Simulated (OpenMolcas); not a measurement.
# GaF (SMILES [F][Ga]): levels of theory compared

We compute a comparison of 6 runs (HF/3-21G, B3LYP/6-31G*, B2PLYP/def2-TZVPPD, BLYP/def2-TZVPPD, M06-2X/def2-TZVPPD) of GaF. 

The results are computed with OpenMolcas 26.06.

1 further run of the same task is left out (set aside as unsound or not needed).

### 1 The system as given

The species is GaF (2 atoms), meant as a singlet with charge 0. As SMILES, `[F][Ga]`. The shape is that of a PBE0-D4/def2-TZVP optimisation.

Bond lengths: F1–Ga2 1.787 Å.

### 2 Energy and gradient at HF/3-21G (run 1)

File coord.xyz:

```xyz
2

F      0.000000     0.000000     0.006300
Ga     0.000000     0.000000     1.792850
```

File test.inp:

```
>>> EXPORT MOLCAS_PRINT=2

&GATEWAY
  BASLIB=$CurrDir
  COORD=coord.xyz
  BASIS=3-21G
  GROUP=NoSym

&SEWARD

&SCF
  THRESHOLDS=1e-10 1e-07 1e-07 1e-05
  PRORBITALS=1 2

&ALASKA
```

The basis set 3-21G is read from a file made from the Basis Set Exchange's data (not shown).

Launch:

```
$ export MOLCAS_MEM=1860
$ pymolcas test.inp > test.log
```

What it wrote:

```text
--- Start Module: gateway ---
[...]
--- Stop Module: gateway /rc=_RC_ALL_IS_WELL_ ---
[...]
      Basis functions           31
[...]
--- Start Module: scf ---
[...]
       Convergence after  11 Iterations
[...]
::    Total SCF energy                              -2012.7914017630
[...]
      Total spin, S                                     0.0000000000
[...]
      Total electronic charge=   40.000000
      Total            charge=   -0.000000
[...]
      Dipole Moment (debye):
      Origin of the operator (angstrom)=    0.0000    0.0000    1.4068
                   X= -7.2138E-15               Y=  6.2010E-15               Z=  1.7123E+00           Total=  1.7123E+00
      Quadrupole Moment (debye*angstrom):
[...]
--- Stop Module: scf /rc=_RC_ALL_IS_WELL_ ---
--- Start Module: alaska ---
[...]
 *              Molecular gradients               *
 **************************************************
  Irreducible representation: a
 ------------------------------------------------------------------------------------------
                              X                       Y                       Z
 ------------------------------------------------------------------------------------------
  F1                1.35531867980278E-16   -1.13059329473201E-16   -4.57675938709556E-02
  GA2              -1.35531867980278E-16    1.13059329473202E-16    4.57675938709343E-02
 ------------------------------------------------------------------------------------------
--- Stop Module: alaska /rc=_RC_ALL_IS_WELL_ ---
[...]
```

Wall time 1.9 s (1 thread of Arm Neoverse V1, shared host); peak memory 0.37 GiB.

### 3 Energy and forces at B3LYP/6-31G(d) (spherical functions) (run 2)

File calc.inp:

```
&GATEWAY
  BasLib = $CurrDir
  Coord
  2
  bohr
  F      0.00000000     0.00000000     0.01190527
  Ga     0.00000000     0.00000000     3.38799548
  Basis = 6-31Gs
  Group = NoSym

&SEWARD
  GridInput
  Grid=UltraFine
  End of Grid

&SCF
  KSDFT = B3LYP
  Thresholds = 1e-10 1e-07 1e-07 1e-05
  PrOrbitals = 1 2

&ALASKA
```

The basis set 6-31G* is read from a file made from the Basis Set Exchange's data (not shown).

Launch:

```
$ export MOLCAS_MEM=1860
$ pymolcas calc.inp > calc.log
```

What it wrote:

```text
--- Start Module: gateway ---
[...]
--- Stop Module: gateway /rc=_RC_ALL_IS_WELL_ ---
[...]
      Basis functions           46
[...]
--- Start Module: scf ---
[...]
       Convergence after  12 Iterations
[...]
::    Total KS-DFT energy                           -2024.5212357510
[...]
      Total spin, S                                     0.0000000000
[...]
      Total electronic charge=   40.000000
      Total            charge=   -0.000000
[...]
      Dipole Moment (debye):
      Origin of the operator (angstrom)=    0.0000    0.0000    1.4068
                   X=  6.2997E-15               Y=  6.8231E-15               Z=  1.8269E+00           Total=  1.8269E+00
      Quadrupole Moment (debye*angstrom):
[...]
--- Stop Module: scf /rc=_RC_ALL_IS_WELL_ ---
[...]
--- Start Module: alaska ---
[...]
 *              Molecular gradients               *
 **************************************************
  Irreducible representation: a
 ------------------------------------------------------------------------------------------
                              X                       Y                       Z
 ------------------------------------------------------------------------------------------
  F1                2.70588355553739E-16    8.60679159097174E-17   -1.20286362943034E-04
  GA2              -2.64255947166235E-16   -8.99507182518839E-17    1.20286362935929E-04
 ------------------------------------------------------------------------------------------
--- Stop Module: alaska /rc=_RC_ALL_IS_WELL_ ---
[...]
```

Wall time 6 s (1 thread of Arm Neoverse V1, shared host); peak memory 0.38 GiB.

Runs 3 to 4 aren't shown in full; the table further down has their settings and results.

### 4 Energy and forces at BLYP/def2-TZVPPD (run 5)

File job.inp:

```
&GATEWAY
  BasLib=$CurrDir
  Coord
  2
  angstrom
  F        0.000000       0.000000       0.006300
  Ga       0.000000       0.000000       1.792850
  Basis=def2-TZVPPD
  Group=NoSym

&SEWARD
  GridInput
  Grid=UltraFine
  End of Grid

&SCF
  KSDFT=BLYP
  Thresholds=1e-10 1e-07 1e-07 1e-05
  PrOrbitals=1 1

&ALASKA
```

The basis set def2-TZVPPD is read from a file made from the Basis Set Exchange's data (not shown).

Launch:

```
$ export MOLCAS_MEM=1860
$ pymolcas job.inp > job.log
```

What it wrote:

```text
--- Start Module: gateway ---
[...]
--- Stop Module: gateway /rc=_RC_ALL_IS_WELL_ ---
[...]
      Basis functions           94
[...]
--- Start Module: scf ---
[...]
       Convergence after  15 Iterations
[...]
::    Total KS-DFT energy                           -2024.8782571236
[...]
      Total spin, S                                     0.0000000000
[...]
      Total electronic charge=   40.000000
      Total            charge=   -0.000000
[...]
      Dipole Moment (debye):
      Origin of the operator (angstrom)=    0.0000    0.0000    1.4068
                   X= -1.1659E-14               Y=  3.1506E-15               Z=  2.2930E+00           Total=  2.2930E+00
      Quadrupole Moment (debye*angstrom):
[...]
--- Stop Module: scf /rc=_RC_ALL_IS_WELL_ ---
[...]
--- Start Module: alaska ---
[...]
 *              Molecular gradients               *
 **************************************************
  Irreducible representation: a
 ------------------------------------------------------------------------------------------
                              X                       Y                       Z
 ------------------------------------------------------------------------------------------
  F1               -3.52848871925638E-15   -1.00632503604162E-15    1.54484785463929E-02
  GA2               3.52317612860473E-15    1.00957764255907E-15   -1.54484785464000E-02
 ------------------------------------------------------------------------------------------
--- Stop Module: alaska /rc=_RC_ALL_IS_WELL_ ---
[...]
```

Wall time 17 s (1 thread of Arm Neoverse V1, shared host); peak memory 0.52 GiB.

### 5 Energy and gradient at M06-2X/def2-TZVPPD (run 6)

coord.xyz is that of step 2.

File job.inp:

```
* FGa Kohn-Sham DFT

&GATEWAY
 BASLIB=$CurrDir
 COORD=coord.xyz
 BASIS=def2-TZVPPD
 GROUP=NoSym

&SEWARD
 GRIDINPUT
 Grid=UltraFine
 End of Grid

&SCF
 KSDFT=M062X
 THRESHOLDS=1e-10 1e-07 1e-07 1e-05
 PRORBITALS=1

&ALASKA
```

The basis set def2-TZVPPD is read from a file made from the Basis Set Exchange's data (not shown).

Launch:

```
$ export MOLCAS_MEM=1860
$ pymolcas job.inp > job.log
```

What it wrote:

```text
--- Start Module: gateway ---
[...]
--- Stop Module: gateway /rc=_RC_ALL_IS_WELL_ ---
[...]
      Basis functions           94
[...]
--- Start Module: scf ---
[...]
       Convergence after  13 Iterations
[...]
::    Total KS-DFT energy                           -2024.7598936044
[...]
      Total spin, S                                     0.0000000000
[...]
      Total electronic charge=   40.000000
      Total            charge=   -0.000000
[...]
      Dipole Moment (debye):
      Origin of the operator (angstrom)=    0.0000    0.0000    1.4068
                   X= -7.8557E-16               Y= -1.6270E-15               Z=  2.2831E+00           Total=  2.2831E+00
      Quadrupole Moment (debye*angstrom):
[...]
--- Stop Module: scf /rc=_RC_ALL_IS_WELL_ ---
[...]
--- Start Module: alaska ---
[...]
 *              Molecular gradients               *
 **************************************************
  Irreducible representation: a
 ------------------------------------------------------------------------------------------
                              X                       Y                       Z
 ------------------------------------------------------------------------------------------
  F1                1.26988710516984E-16   -2.14979356498018E-15    8.14450809755840E-04
  GA2              -1.23505711037875E-16    2.15090402517402E-15   -8.14450809741629E-04
 ------------------------------------------------------------------------------------------
--- Stop Module: alaska /rc=_RC_ALL_IS_WELL_ ---
[...]
```

Wall time 20 s (1 thread of Arm Neoverse V1, shared host); peak memory 0.52 GiB.

### 6 Overview of the runs

```csv
run,level,integration grid,Cartesian functions,energy (Eh),dipole moment (D),HOMO energy (eV),LUMO energy (eV),wall time
1,HF/3-21G,–,no,-2012.791402,1.71,-9.39,1.27,1.9 s
2,B3LYP/6-31G* (spherical functions),UltraFine,no,-2024.521236,1.83,-7.60,-1.55,6 s
3,B3LYP/6-31G* (Cartesian functions),UltraFine,yes,-2024.527729,1.83,-7.58,-1.53,6.6 s
4,B2PLYP/def2-TZVPPD,UltraFine,no,-2024.388072,2.43,-8.74,-0.51,10 s
5,BLYP/def2-TZVPPD,UltraFine,no,-2024.878257,2.29,-6.76,-2.12,17 s
6,M06-2X/def2-TZVPPD,UltraFine,no,-2024.759894,2.28,-8.70,-0.71,20 s
```

### 7 Outcome

```
                       quantity           value
            run 6: total energy  -2024.75989 Eh
           run 6: dipole moment          2.28 D
             run 6: HOMO energy        -8.70 eV
             run 6: LUMO energy        -0.71 eV
           run 6: HOMO–LUMO gap         8.00 eV
run 6: largest force on an atom      0.042 eV/Å
```

In words: The dipole moment (its size) runs from 1.71 D (HF/3-21G) to 2.43 D (B2PLYP/def2-TZVPPD). The two ends differ in method and basis. A double hybrid's value is that of its SCF part. The HOMO–LUMO gap runs from 4.63 eV (BLYP/def2-TZVPPD) to 10.66 eV (HF/3-21G). For B2PLYP the log adds the whole second-order term; the table takes 0.27 of it, as the functional is defined. Totals of different functionals can't be ranked against each other. All runs together took 61 s, the longest 20 s.
